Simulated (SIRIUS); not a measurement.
# TaRu (P4/mmm) in SIRIUS: reference runs

Reference runs on TaRu: the cell as given and a disturbed copy.

Program: SIRIUS 7.10.0. These are calculated values, not measurements. Logs are shortened: lines on timing, memory, paths and dates and some standing lists are left out, and cuts for length are marked. The log counts tension as positive stress, the text compression.

**1. Starting point**

It takes space group P4/mmm (No. 123, tetragonal). The conventional cell has a = 3.053 Å, b = 3.053 Å, c = 3.389 Å, α = 90.00°, β = 90.00°, γ = 90.00°. Ta (site symmetry 4/mmm) is surrounded by 8 Ru at 2.74 Å and 4 Ta at 3.05 Å. Ru (site symmetry 4/mmm) is surrounded by 8 Ta at 2.74 Å and 4 Ru at 3.05 Å.

**2. Single point, PBEsol**

The input, sirius.json:

```json
{
  "control": {
    "processing_unit": "cpu",
    "verbosity": 2,
    "num_bands_to_print": 23,
    "print_forces": true,
    "print_stress": true
  },
  "parameters": {
    "electronic_structure_method": "pseudopotential",
    "xc_functionals": ["XC_GGA_X_PBE_SOL", "XC_GGA_C_PBE_SOL"],
    "gk_cutoff": 9.2,
    "pw_cutoff": 18.4,
    "ngridk": [9, 9, 8],
    "shiftk": [0, 0, 0],
    "smearing": "fermi_dirac",
    "smearing_width": 0.0018374661,
    "num_bands": 23,
    "num_mag_dims": 0,
    "num_dft_iter": 100,
    "energy_tol": 1e-08,
    "density_tol": 1e-06
  },
  "iterative_solver": {
    "type": "davidson",
    "min_tolerance": 1e-09,
    "tolerance_scale": [0.1, 0.25]
  },
  "mixer": {
    "type": "anderson",
    "beta": 0.7,
    "max_history": 8
  },
  "settings": {
    "tol_ne": 1e-10,
    "pseudo_grid_cutoff": 6.5
  },
  "unit_cell": {
    "lattice_vectors": [
      [5.769333858482, 0.0, 0.0],
      [0.0, 5.769333858482, 0.0],
      [0.0, 0.0, 6.404281836357]
    ],
    "atom_coordinate_units": "lattice",
    "atom_types": ["Ta", "Ru"],
    "atom_files": {
      "Ru": "Ru.json",
      "Ta": "Ta.json"
    },
    "atoms": {
      "Ta": [
        [0.5, 0.5, 0.5]
      ],
      "Ru": [
        [0.0, 0.0, 0.0]
      ]
    }
  }
}
```

Potentials or basis: PseudoDojo 0.4.1 PBEsol standard (scalar relativistic).

Command:

```console
> upf_to_json Ru.upf
> upf_to_json Ta.upf
> OMP_NUM_THREADS=1 sirius.scf --input=sirius.json --output=out.json --task=0
```

The log of the run:

```text
[info] SIRIUS version : 7.10.0
[info] number of MPI ranks           : 1
[info] MPI grid                      : 1 1
[info] maximum number of OMP threads : 1
[fft] FFT context for density and potential
[fft] =====================================
[fft]   comm size                             : 1
[fft]   plane wave cutoff                     : 18.4
[fft]   grid size                             : 36 36 40   total : 51840
[fft]   grid limits                           : -17 18   -17 18   -19 20
[fft]   number of G-vectors within the cutoff : 11213
[fft]   local number of G-vectors             : 11213
[fft]   number of G-shells                    : 1683
[fft] FFT context for coarse grid
[fft] =====================================
[fft]   comm size                             : 1
[fft]   plane wave cutoff                     : 18.4
[fft]   grid size                             : 36 36 40   total : 51840
[fft]   grid limits                           : -17 18   -17 18   -19 20
[fft]   number of G-vectors within the cutoff : 11213
[fft]   local number of G-vectors             : 11213
[fft]   number of G-shells                    : 1683
[unit cell] lattice vectors
[unit cell]   a1 :       5.7693338585      0.0000000000      0.0000000000
[unit cell]   a2 :       0.0000000000      5.7693338585      0.0000000000
[unit cell]   a3 :       0.0000000000      0.0000000000      6.4042818364
[unit cell] reciprocal lattice vectors
[unit cell]   b1 :       1.0890659929      0.0000000000      0.0000000000
[unit cell]   b2 :       0.0000000000      1.0890659929      0.0000000000
[unit cell]   b3 :       0.0000000000      0.0000000000      0.9810913179
[unit cell] unit cell volume :       213.16788613 [a.u.^3]
[unit cell] 1/sqrt(omega)    :         0.06849188
[unit cell] MT volume        :         0.00000000 ( 0.00%)
[unit cell] IT volume        :       213.16788613 (100.00%)
[unit cell] number of atom types : 2
[unit cell] type id : 0 symbol : Ta mt_radius :  14.310000 num_atoms : 1
[... 322 lines left out ...]
[diagonalize] ik:   72   -1.896503   -1.731244   -0.797836   -0.797505   -0.796847   -0.504043   -0.503351   -0.501558    0.622609    0.636445    0.654369    0.665652    0.673940    0.692188    0.762576    0.810514    0.887310    0.895146    1.022002    1.057223    1.137620    1.187842    1.240148
[diagonalize] ik:   73   -1.896409   -1.731065   -0.799007   -0.797400   -0.796638   -0.507072   -0.503659   -0.501424    0.628835    0.638736    0.648019    0.651539    0.696063    0.704210    0.763399    0.801681    0.894579    0.933494    1.049314    1.087368    1.102514    1.121050    1.253484
[diagonalize] ik:   74   -1.896315   -1.730888   -0.798722   -0.798671   -0.796336   -0.507184   -0.507076   -0.501492    0.639382    0.645811    0.655247    0.672186    0.683510    0.684638    0.766972    0.795043    0.917037    0.956651    1.067168    1.070062    1.138255    1.149230    1.158821
[find] Charges and magnetic moments
[find] --------------------------------------------------------------------------------
[find] total charge          : 29.000000
[find] Energy
[find] --------------------------------------------------------------------------------
[find] valence_eval_sum               :      -6.48316500
[find] <rho|V^{XC}>                   :     -24.19149454
[find] <rho|E^{XC}>                   :     -31.67319220
[find] <mag|B^{XC}>                   :       0.00000000
[find] <rho|V^{H}>                    :      46.65814061
[find] one-electron contribution      :     -28.94981107 (Ha),     -57.89962213 (Ry)
[find] hartree contribution           :      23.32907030
[find] xc contribution                :     -31.67319220
[find] ewald contribution             :    -128.83261831
[find] PAW contribution               :       0.00000000
[find] smearing (-TS)                 :      -0.00077433
[find] SCF correction                 :       0.00000172
[find] Total energy                   :    -166.12654956 (Ha),    -332.25309911 (Ry)
[find] Free energy (E-TS)             :    -166.12732389 (Ha),    -332.25464778 (Ry)
[find] band gap (eV)                  :       0.00000000
[find] Efermi                         :       0.78231019
[find] iteration : 11, RMS : 3.492345105560e-08, energy difference : -4.090992433703e-09
[find] Hartree energy of density residual : 3.822659986655e-13
[find] bands are converged : false
[find] iterative solver converged : true
[find] converged after 12 SCF iterations!
[find] Charges and magnetic moments
[find] --------------------------------------------------------------------------------
[find] total charge          : 29.000000
[find] Energy
[find] --------------------------------------------------------------------------------
[find] valence_eval_sum               :      -6.48316500
[find] <rho|V^{XC}>                   :     -24.19149454
[find] <rho|E^{XC}>                   :     -31.67319220
[find] <mag|B^{XC}>                   :       0.00000000
[find] <rho|V^{H}>                    :      46.65814061
[find] one-electron contribution      :     -28.94981107 (Ha),     -57.89962213 (Ry)
[find] hartree contribution           :      23.32907030
[find] xc contribution                :     -31.67319220
[find] ewald contribution             :    -128.83261831
[find] PAW contribution               :       0.00000000
[find] smearing (-TS)                 :      -0.00077433
[find] SCF correction                 :       0.00000172
[find] Total energy                   :    -166.12654956 (Ha),    -332.25309911 (Ry)
[find] Free energy (E-TS)             :    -166.12732389 (Ha),    -332.25464778 (Ry)
[find] band gap (eV)                  :       0.00000000
[find] Efermi                         :       0.78231019
[ground_state] === stress tensor components [kbar] ===
[ground_state] === stress_kin ===
[ground_state] -45645.728924    0.000000   -0.000000
[ground_state]     0.000000-45645.728924    0.000000
[ground_state]    -0.000000    0.000000-45801.077260
[ground_state] === stress_har ===
[ground_state] -10926.634214    0.000000    0.000000
[ground_state]     0.000000-10926.634214    0.000000
[ground_state]     0.000000    0.000000-10345.055038
[ground_state] === stress_ewald ===
[ground_state] 59058.297384    0.000000    0.000000
[ground_state]     0.00000059058.297384   -0.000000
[ground_state]     0.000000   -0.00000059695.648210
[ground_state] === stress_vloc ===
[ground_state] 10607.833076    0.000000    0.000000
[ground_state]     0.00000010607.833076   -0.000000
[ground_state]     0.000000   -0.000000 9445.483187
[ground_state] === stress_xc ===
[ground_state] -10186.098061    0.000000    0.000000
[ground_state]     0.000000-10186.098061   -0.000000
[ground_state]     0.000000   -0.000000-10187.284978
[ground_state] === stress_core ===
[ground_state] 20632.303151    0.000000   -0.000000
[ground_state]     0.00000020632.303151    0.000000
[ground_state]    -0.000000    0.00000020626.231483
[ground_state] === stress_nonloc ===
[ground_state] -23488.429329    0.000000   -0.000000
[ground_state]     0.000000-23488.429329    0.000000
[ground_state]    -0.000000    0.000000-23391.493597
[ground_state] === stress_us_nl ===
[ground_state] -23488.429329    0.000000   -0.000000
[ground_state]     0.000000-23488.429329    0.000000
[ground_state]    -0.000000    0.000000-23391.493597
[ground_state] === stress_total ===
[ground_state]    51.543084    0.000000   -0.000000
[ground_state]     0.000000   51.543084    0.000000
[ground_state]    -0.000000    0.000000   42.452007
[ground_state] ==== total Forces in Ha/bohr =====
[ground_state] atom:    0, force:       0.0000000      0.0000000      0.0000000
[... 14 lines left out ...]
[ground_state] atom:    0, force:       0.0000000      0.0000000      0.0000000
[ground_state] atom:    1, force:       0.0000000      0.0000000      0.0000000
[~DFT_ground_state] local op. applied: 48225
[~DFT_ground_state] evp. work count: 8484.33
[~DFT_ground_state] number of iterative solver steps: 2927
```

It took 91 s on 1 thread of Arm Neoverse V2, shared host; peak memory 0.61 GiB.

Results:

```
Free energy            : -4520.5548 eV
Pressure               : -4.9 GPa
Band gap on the k mesh : none (metal or under the smearing width)
```

Spin-orbit coupling is left out, which matters for the levels of Ta.

**3. Single point, PBEsol (atoms moved at random, drawn with an rms of 0.05 Å)**

sirius.json: that of step 2 with these lines changed.

```diff
@@ -39,6 +39,7 @@
     "lattice_vectors": [
-      [5.769333858482, 0.0, 0.0],
-      [0.0, 5.769333858482, 0.0],
-      [0.0, 0.0, 6.404281836357]
+      [1.0, 0.0, 0.0],
+      [0.0, 1.0, 0.0],
+      [0.0, 0.0, 1.110055682935]
     ],
+    "lattice_vectors_scale": 5.7693338585,
     "atom_coordinate_units": "lattice",
@@ -51,6 +52,6 @@
       "Ta": [
-        [0.5, 0.5, 0.5]
+        [0.501836, 0.508851, 0.484681]
       ],
       "Ru": [
-        [0.0, 0.0, 0.0]
+        [0.001017, -0.006649, -0.003592]
       ]
```

Potentials or basis: PseudoDojo 0.4.1 PBEsol standard (scalar relativistic).

Command:

```console
> upf_to_json Ru.upf
> upf_to_json Ta.upf
> OMP_NUM_THREADS=1 sirius.scf --input=sirius.json --output=out.json --task=0
```

The log of the run:

```text
[info] SIRIUS version : 7.10.0
[info] number of MPI ranks           : 1
[info] MPI grid                      : 1 1
[info] maximum number of OMP threads : 1
[fft] FFT context for density and potential
[fft] =====================================
[fft]   comm size                             : 1
[fft]   plane wave cutoff                     : 18.4
[fft]   grid size                             : 36 36 40   total : 51840
[fft]   grid limits                           : -17 18   -17 18   -19 20
[fft]   number of G-vectors within the cutoff : 11213
[fft]   local number of G-vectors             : 11213
[fft]   number of G-shells                    : 1683
[fft] FFT context for coarse grid
[fft] =====================================
[fft]   comm size                             : 1
[fft]   plane wave cutoff                     : 18.4
[fft]   grid size                             : 36 36 40   total : 51840
[fft]   grid limits                           : -17 18   -17 18   -19 20
[fft]   number of G-vectors within the cutoff : 11213
[fft]   local number of G-vectors             : 11213
[fft]   number of G-shells                    : 1683
[unit cell] lattice vectors
[unit cell]   a1 :       5.7693338585      0.0000000000      0.0000000000
[unit cell]   a2 :       0.0000000000      5.7693338585      0.0000000000
[unit cell]   a3 :       0.0000000000      0.0000000000      6.4042818364
[unit cell] reciprocal lattice vectors
[unit cell]   b1 :       1.0890659929      0.0000000000      0.0000000000
[unit cell]   b2 :       0.0000000000      1.0890659929      0.0000000000
[unit cell]   b3 :       0.0000000000      0.0000000000      0.9810913179
[unit cell] unit cell volume :       213.16788613 [a.u.^3]
[unit cell] 1/sqrt(omega)    :         0.06849188
[unit cell] MT volume        :         0.00000000 ( 0.00%)
[unit cell] IT volume        :       213.16788613 (100.00%)
[unit cell] number of atom types : 2
[unit cell] type id : 0 symbol : Ta mt_radius :  14.310000 num_atoms : 1
[unit cell] type id : 1 symbol : Ru mt_radius :  15.830000 num_atoms : 1
[unit cell] total number of atoms : 2
[unit cell] number of symmetry classes : 2
[unit cell] number of PAW atoms : 0
[unit cell] atom id  type id  class id             position                      vector_field
[unit cell] ------------------------------------------------------------------------------------------
[unit cell]      0        0        0      0.50184   0.50885   0.48468      0.00000   0.00000   0.00000
[unit cell]      1        1        1      0.00102  -0.00665  -0.00359      0.00000   0.00000   0.00000
[unit cell] atom id         position (Cartesian, a.u.)
[unit cell] ---------------------------------------------
[... 351 lines left out ...]
[find] one-electron contribution      :     -29.00594564 (Ha),     -58.01189128 (Ry)
[find] hartree contribution           :      23.35793507
[find] xc contribution                :     -31.67454179
[find] ewald contribution             :    -128.80367297
[find] PAW contribution               :       0.00000000
[find] smearing (-TS)                 :      -0.00075747
[find] SCF correction                 :       0.00000280
[find] Total energy                   :    -166.12622253 (Ha),    -332.25244506 (Ry)
[find] Free energy (E-TS)             :    -166.12698000 (Ha),    -332.25396000 (Ry)
[find] band gap (eV)                  :       0.00000000
[find] Efermi                         :       0.78224169
[ground_state] === stress tensor components [kbar] ===
[ground_state] === stress_kin ===
[ground_state] -45649.184952   -0.080835   -0.301749
[ground_state]    -0.080835-45651.262854   -5.548266
[ground_state]    -0.301749   -5.548266-45807.015029
[ground_state] === stress_har ===
[ground_state] -10980.474784   -0.988837    1.095169
[ground_state]    -0.988837-10917.409524   20.488311
[ground_state]     1.095169   20.488311-10340.277741
[ground_state] === stress_ewald ===
[ground_state] 58969.889007   -2.596580    3.047347
[ground_state]    -2.59658059091.120737   57.405540
[ground_state]     3.047347   57.40554059711.283453
[ground_state] === stress_vloc ===
[ground_state] 10748.874980    3.575931   -3.809686
[ground_state]     3.57593110568.992616  -71.540184
[ground_state]    -3.809686  -71.540184 9427.291566
[ground_state] === stress_xc ===
[ground_state] -10185.594325   -0.002786    0.001720
[ground_state]    -0.002786-10185.534549    0.030119
[ground_state]     0.001720    0.030119-10186.737115
[ground_state] === stress_core ===
[ground_state] 20632.413029    0.000295    0.006797
[ground_state]     0.00029520632.523056    0.120657
[ground_state]     0.006797    0.12065720626.386516
[ground_state] === stress_nonloc ===
[ground_state] -23488.086487    0.034595   -0.036939
[ground_state]     0.034595-23489.033117   -0.672730
[ground_state]    -0.036939   -0.672730-23391.128769
[ground_state] === stress_us_nl ===
[ground_state] -23488.086487    0.034595   -0.036939
[ground_state]     0.034595-23489.033117   -0.672730
[ground_state]    -0.036939   -0.672730-23391.128769
[ground_state] === stress_total ===
[ground_state]    47.836468   -0.058217    0.002659
[ground_state]    -0.058217   49.396365    0.283448
[ground_state]     0.002659    0.283448   39.802881
[ground_state] ==== total Forces in Ha/bohr =====
[ground_state] atom:    0, force:      -0.0002419     -0.0045616      0.0037033
[ground_state] atom:    1, force:       0.0002419      0.0045615     -0.0037031
[ground_state] ==== ultrasoft contribution from Qij =====
[ground_state] atom:    0, force:       0.0000000      0.0000000      0.0000000
[ground_state] atom:    1, force:       0.0000000      0.0000000      0.0000000
[ground_state] ==== non-local contribution from Beta-projector =====
[ground_state] atom:    0, force:      -0.0001175     -0.0022538      0.0029883
[ground_state] atom:    1, force:      -0.0006311     -0.0117185      0.0144504
[ground_state] ==== contribution from local potential =====
[ground_state] atom:    0, force:       0.0163418      0.3082905     -0.4014696
[ground_state] atom:    1, force:      -0.0155950     -0.2943439      0.3844276
[ground_state] ==== contribution from core density =====
[ground_state] atom:    0, force:      -0.0000536     -0.0010079      0.0007914
[ground_state] atom:    1, force:       0.0000554      0.0010332     -0.0011882
[ground_state] ==== Ewald forces from ions =====
[ground_state] atom:    0, force:      -0.0164125     -0.3095903      0.4013930
[ground_state] atom:    1, force:       0.0164125      0.3095903     -0.4013930
[~DFT_ground_state] local op. applied: 210300
[~DFT_ground_state] evp. work count: 36836
[~DFT_ground_state] number of iterative solver steps: 13511
```

Run time: 6.1 min. Hardware: 1 thread of Arm Neoverse V2, shared host; peak memory 2.2 GiB.

Results:

| Property | Result |
| --- | --- |
| Free energy | -4520.5454 eV |
| Pressure | -4.6 GPa |
| Largest force | 0.302 eV/Å |
| Band gap on the k mesh | none (metal or under the smearing width) |

Forces in eV/Å, atoms in the order of the input:
```
Ta  -0.012 -0.235  0.190
Ru   0.012  0.235 -0.190
```

Stress tensor (GPa, compression positive):
```
-4.78  0.01  0.00
 0.01 -4.94 -0.03
 0.00 -0.03 -3.98
```
